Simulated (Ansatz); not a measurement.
# KVF3: the cost of one run

Program: Ansatz 0.2.0. Level of theory: DFT PBEsol+U (U_eff = 8 eV on V d), plane waves, PAW. These are calculated values, not measurements.

1 further run of the same task is left out (it didn't finish).

## Step 1: The starting structure

The structure is cubic, space group Pm-3m (No. 221). The conventional cell has a = 4.131 Å, b = 4.131 Å, c = 4.131 Å, α = 90.00°, β = 90.00°, γ = 90.00°. K (site symmetry m-3m) has 12 F at 2.92 Å as nearest neighbours. V (site symmetry m-3m) is surrounded by 6 F at 2.07 Å. F (site symmetry 4/mmm) is surrounded by 2 V at 2.07 Å and 4 K at 2.92 Å.

As a file:

```xyz
5
Lattice="4.1310 0.0000 0.0000 0.0000 4.1310 0.0000 0.0000 0.0000 4.1310" Properties=species:S:1:pos:R:3 pbc="T T T"
K     0.0000    0.0000    0.0000
V     2.0655    2.0655    2.0655
F     2.0655    2.0655    0.0000
F     0.0000    2.0655    2.0655
F     2.0655    0.0000    2.0655
```

An earlier series on this cell reached its lowest free state from «total moment held at first, then free, 1.50 μB per cell», perhaps among other starts.

## Step 2: Total moment locked, 2.25 μB per cell

input.yaml

```yaml
crystal:
  lattice:
    - [4.13100039, 0.0, 0.0]
    - [0.0, 4.13100039, 0.0]
    - [0.0, 0.0, 4.13100039]
  atoms:
    - { symbol: K, position: [0.0, 0.0, 0.0] }
    - { symbol: V, position: [0.5, 0.5, 0.5], spin: 2.25 }
    - { symbol: F, position: [0.5, 0.5, 0.0] }
    - { symbol: F, position: [0.0, 0.5, 0.5] }
    - { symbol: F, position: [0.5, 0.0, 0.5] }
basis:
  ecutwfc: 420
  ecutrho_ratio: 4
kpoints:
  mp_grid: { grid: [5, 5, 5] }
hamiltonian:
  xc: pbesol
  hubbard:
    sites:
      - { site: 1, l: d, u_eff: 8.0, starting_ns: [{ spin: up, occupation_matrix: s1up }, { spin: down, occupation_matrix: s1down }] }
    occupation_matrices:
      s1up:
        matrix:
          - [0.02, 0.0, 0.0, 0.0, 0.0]
          - [0.0, 0.97, 0.0, 0.0, 0.0]
          - [0.0, 0.0, 0.97, 0.0, 0.0]
          - [0.0, 0.0, 0.0, 0.02, 0.0]
          - [0.0, 0.0, 0.0, 0.0, 0.97]
      s1down:
        matrix:
          - [0.02, 0.0, 0.0, 0.0, 0.0]
          - [0.0, 0.02, 0.0, 0.0, 0.0]
          - [0.0, 0.0, 0.02, 0.0, 0.0]
          - [0.0, 0.0, 0.0, 0.02, 0.0]
          - [0.0, 0.0, 0.0, 0.0, 0.02]
    ns_hold: { iters: 8 }
scf:
  occupations: { method: gaussian, width: 0.05 }
  lower_state_search: "off"
  max_iter: 150
output:
  forces: true
  stress: true
  eigenvalues: true
  populations: true
  hubbard: { sites: [{ site: 1, l: d }] }
magnetization:
  spin_polarized: true
  initial_magnetization: 2.25
  spin_locking: { lock_magnetization: hard }
```

The typed matrices put 0.97 on the chosen orbitals and 0.02 on the others, and are held for 8 cycles. The lock stays on to the end, so the result is a constrained state.

Launch:

```bash
$ ansatz run input.yaml --threads 4 --pin off --max-ram 6144MiB --backend cpu --events-out ev --progress --plain --runs-dir out
```

What time and memory should one allow on 4 threads of Arm Neoverse V1, shared host?

About 2.5 s, with a peak of 0.39 GiB.
